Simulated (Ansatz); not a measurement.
This script drives Ansatz's Python interface.

`b2h6osn.py`:
```python
import ansatz as az
import numpy as np

BASIS = "def2-SVP"
XC = "b3lyp"

GEOMETRY = """
B    -1.61360    0.95350   -0.83220
Sn   -0.18240   -0.64500   -0.69520
B     1.41100   -0.02860    0.67280
O     1.20610    0.32200    2.06750
H    -1.88280    1.49220   -1.90770
H    -2.22350    1.39160    0.12290
H    -0.93330   -2.07770   -0.06860
H     0.53080   -0.95620   -2.28360
H     2.56270    0.04150    0.34230
H     1.20810   -0.54460    2.58490
"""

b2h6osn = az.Crystal.molecule()
for line in GEOMETRY.strip().splitlines():
    symbol, *xyz = line.split()
    b2h6osn = b2h6osn.atom(symbol, [float(v) for v in xyz])

symbols = [site.symbol for site in b2h6osn.cartesian_sites]
start = np.array([site.position_ang for site in b2h6osn.cartesian_sites])
axis = (start[6] - start[1]) / np.linalg.norm(start[6] - start[1])
moving = [6]
lengths, energies = [1.527, 1.596, 1.665, 1.735, 1.804, 1.873, 1.943, 2.047], []
for length in lengths:
    xyz = start.copy()
    xyz[moving] += (length - np.linalg.norm(start[6] - start[1])) * axis
    point = az.Crystal.molecule()
    for symbol, place in zip(symbols, xyz):
        point = point.atom(symbol, place.tolist())
    model = point.calculation().basis(gaussian=BASIS).functional(XC)
    rep = model.run().report
    energies.append(rep["free_energy_ev"])
    print(f"r = {length:6.3f} A  E = {energies[-1]:.5f} eV  <S^2> = {abs(rep['mean_field']['state']['spin_squared']):.3f}")

fit = np.polynomial.Polynomial.fit(lengths, np.array(energies) - min(energies), 4).convert()
roots = [r.real for r in fit.deriv().roots() if abs(r.imag) < 1e-9 and fit.deriv(2)(r.real) > 0]
r_e = min(roots, key=lambda r: abs(r - lengths[int(np.argmin(energies))]))
print(f"minimum of the fit at {r_e:.4f} A, force constant {fit.deriv(2)(r_e):.2f} eV/A^2")
```

It is started by `python b2h6osn.py`. How long does it take on 1 thread of Arm Neoverse V2, with other jobs on the host, and how much memory does it need?

It took about 21 s, with a peak of 0.25 GiB, for 8 runs of the engine.

```console
$ python b2h6osn.py
r =  1.527 A  E = -9326.17135 eV  <S^2> = 0.000
r =  1.596 A  E = -9326.37571 eV  <S^2> = 0.000
r =  1.665 A  E = -9326.47855 eV  <S^2> = 0.000
r =  1.735 A  E = -9326.50374 eV  <S^2> = 0.000
r =  1.804 A  E = -9326.46947 eV  <S^2> = 0.000
r =  1.873 A  E = -9326.39121 eV  <S^2> = 0.000
r =  1.943 A  E = -9326.27866 eV  <S^2> = 0.000
r =  2.047 A  E = -9326.06930 eV  <S^2> = 0.000
minimum of the fit at 1.7257 A, force constant 12.81 eV/A^2
```

What to keep in mind:
- Total energies depend on the basis set; only differences at equal settings carry meaning.
- The rest of the molecule is held rigid at a force-field or estimated start geometry, and the basis set is modest; single-reference methods fail as a bond breaks.
- def2 sets replace the cores of elements past krypton by effective core potentials.
- b3lyp holds the VWN-RPA fit, as in Gaussian; the form of ORCA and Turbomole is b3lyp5.
- The orbitals are restricted, so S² is zero by construction.
